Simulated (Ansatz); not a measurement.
Geometry optimisation, DFT PBE-D3(BJ), scalar-relativistic, plane waves, PAW in Ansatz.

The input (input.yaml):

```yaml
crystal:
  lattice:
    - [0.0, 5.43, 5.43]
    - [5.43, 0.0, 5.43]
    - [5.43, 5.43, 0.0]
  atoms:
    - { symbol: Si, position: [0.0, 0.0, 0.0] }
    - { symbol: Si, position: [0.125, 0.125, 0.125] }
    - { symbol: Si, position: [0.0, 0.0, 0.5] }
    - { symbol: Si, position: [0.125, 0.125, 0.625] }
    - { symbol: Si, position: [0.0, 0.5, 0.0] }
    - { symbol: Si, position: [0.125, 0.625, 0.125] }
    - { symbol: Si, position: [0.0, 0.5, 0.5] }
    - { symbol: Si, position: [0.125, 0.625, 0.625] }
    - { symbol: Si, position: [0.5, 0.0, 0.0] }
    - { symbol: Si, position: [0.625, 0.125, 0.125] }
    - { symbol: Si, position: [0.5, 0.0, 0.5] }
    - { symbol: Si, position: [0.625, 0.125, 0.625] }
    - { symbol: Si, position: [0.5, 0.5, 0.0] }
    - { symbol: Si, position: [0.625, 0.625, 0.125] }
    - { symbol: Si, position: [0.5, 0.5, 0.5] }
    - { symbol: Si, position: [0.625, 0.625, 0.625] }
    - { symbol: Cu, position: [0.2552071, 0.7534551, 0.2363598] }
total_charge: 1
basis:
  ecutwfc: 420.0
kpoints:
  mp_grid: { grid: [2, 2, 2] }
hamiltonian:
  xc: pbe
  dispersion: d3bj
  pseudopotentials: { kind: paw, azcp: { folder: soft_1 } }
scf:
  occupations: { method: gaussian, width: 0.02 }
  lower_state_search: "off"
relax:
  f_tol: 0.03
  max_steps: 60
  adjacent_minimum: "off"
```

Run as:

```bash
$ ansatz run input.yaml --threads 1 --pin off --max-ram 3072MiB --backend cpu --events-out ev --progress --plain --runs-dir out
```

Task: Where does it end, and by what steps?

Result: The run converged. The force dipped under the threshold on the way, but the program's further checks kept it going. Limits of this set-up: coarse k mesh, a small cell, in which the defect meets its images, charged cell in a uniform background, uncorrected. After 13 steps the energy has fallen by 0.159 eV; Cu17 moved furthest, 0.43 Å.

| step | energy less start (eV) | largest force component (eV/Å) | accepted |
| --- | --- | --- | --- |
| 0 | 0.0000 | 0.684 | yes |
| 1 | -0.1040 | 0.230 | yes |
| 2 | -0.1153 | 0.054 | yes |
| 3 | -0.1179 | 0.044 | yes |
| 4 | -0.1233 | 0.073 | yes |
| 5 | -0.1095 | 0.449 | no |
| 6 | -0.1330 | 0.124 | yes |
| 7 | -0.1454 | 0.097 | yes |
| 8 | -0.1535 | 0.072 | yes |
| 9 | -0.1523 | 0.174 | no |
| 10 | -0.1580 | 0.045 | yes |
| 11 | -0.1526 | 0.131 | no |
| 12 | -0.1586 | 0.017 | yes |
| 13 | -0.1591 | 0.012 | yes |

```xyz
17
Lattice="0.0000 5.4300 5.4300 5.4300 0.0000 5.4300 5.4300 5.4300 0.0000" Properties=species:S:1:pos:R:3
Si 0.074 -0.020 -0.071
Si 1.452 1.312 1.375
Si 2.778 2.688 0.015
Si 4.132 4.101 1.293
Si 2.576 -0.070 2.863
Si 4.060 1.319 3.983
Si 5.414 2.691 2.648
Si 6.686 3.952 4.172
Si 0.039 2.786 2.727
Si 1.475 4.156 3.952
Si 2.808 5.516 2.615
Si 4.132 6.819 4.033
Si 2.705 2.790 5.389
Si 4.002 4.189 6.857
Si 5.395 5.466 5.462
Si 6.823 6.823 6.721
Cu 5.125 2.451 5.744
```

Whether the end is a true minimum wasn't checked by a vibrational analysis.

The run took 95 s on 1 thread of Arm Neoverse V1, on a shared host, peak memory 0.56 GiB.
